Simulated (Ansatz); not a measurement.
Run this with Ansatz's Python interface and show what comes out.

Input file `ybtl.cif`:
```cif
data_YbTl
_cell_length_a 3.826000
_cell_length_b 3.826000
_cell_length_c 3.826000
_cell_angle_alpha 90.00000
_cell_angle_beta 90.00000
_cell_angle_gamma 90.00000
_symmetry_space_group_name_H-M 'P 1'
_symmetry_Int_Tables_number 1
loop_
_symmetry_equiv_pos_as_xyz
'x, y, z'
loop_
_atom_site_label
_atom_site_type_symbol
_atom_site_fract_x
_atom_site_fract_y
_atom_site_fract_z
Yb1 Yb    0.500000    0.500000    0.500000
Tl2 Tl    0.000000    0.000000    0.000000
```

`run_ecut.py`:
```python
import ansatz
from ase.io import read

atoms = read("ybtl.cif")
crystal = ansatz.Crystal.from_ase(atoms)

model = crystal.calculation().kpoints(8, center="gamma").functional("r2scan").occupations("gaussian", width=0.1)

rows = []
for value in [250, 300, 350, 400, 450]:
    report = model.basis(value).run().report
    rows.append((value, report["free_energy_ev"] / len(report["lattice"]["sites"]), report["n_iterations"], report["n_pw"]))

print(" cutoff (eV)   F/atom (eV)    iterations   plane waves")
for row in rows:
    print(f"{str(row[0]):>12s}  {row[1]:12.5f}  {row[2]:12d}  {row[3]:12d}")

for row in rows[:-1]:
    shift = 1000 * (row[1] - rows[-1][1])
    print(f"{row[0]}: {shift:+.2f} meV/atom" + ("  (within 2 meV)" if abs(shift) < 2 else ""))
```

Running `python run_ecut.py` prints:
```text
DeckWarning: basis.ecutwfc = 250 eV is below the records' recommended 500 eV, and the density's cutoff is lower with it unless basis.ecutrho_ratio is high enough to keep the records' density cutoff: compare with a run at a higher cutoff
DeckWarning: basis.ecutwfc = 300 eV is below the records' recommended 500 eV, and the density's cutoff is lower with it unless basis.ecutrho_ratio is high enough to keep the records' density cutoff: compare with a run at a higher cutoff
DeckWarning: basis.ecutwfc = 350 eV is below the records' recommended 500 eV, and the density's cutoff is lower with it unless basis.ecutrho_ratio is high enough to keep the records' density cutoff: compare with a run at a higher cutoff
DeckWarning: basis.ecutwfc = 400 eV is below the records' recommended 500 eV, and the density's cutoff is lower with it unless basis.ecutrho_ratio is high enough to keep the records' density cutoff: compare with a run at a higher cutoff
DeckWarning: basis.ecutwfc = 450 eV is below the records' recommended 500 eV, and the density's cutoff is lower with it unless basis.ecutrho_ratio is high enough to keep the records' density cutoff: compare with a run at a higher cutoff
 cutoff (eV)   F/atom (eV)    iterations   plane waves
         250  -12631.65755            11           485
         300  -12632.66261            13           691
         350  -12632.73917            12           847
         400  -12632.74251            13          1021
         450  -12632.74438            12          1213
250: +1086.83 meV/atom
300: +81.77 meV/atom
350: +5.21 meV/atom
400: +1.87 meV/atom  (within 2 meV)
```
(Warnings from the package without file and line.)

Notes:
- Semilocal functionals put the nearly full 4f shell of Yb too close to the Fermi level.
- For a metal this k-point mesh is coarse: on a finer one energies can move by several to tens of meV an atom and pressures by half a GPa or more, differences at one mesh by less.
- Spin-orbit coupling, which matters for elements this heavy, is left out.
- The structure is a deposited one; some such entries were measured under pressure or heat, so a shift against it needn't be the functional's error alone.
- Shifts are counted from the last row, which is itself no proven limit.
- Run time: 16 s on 1 thread of Intel(R) Xeon(R) Processor @ 2.30GHz (shared host), peak memory 0.66 GiB.
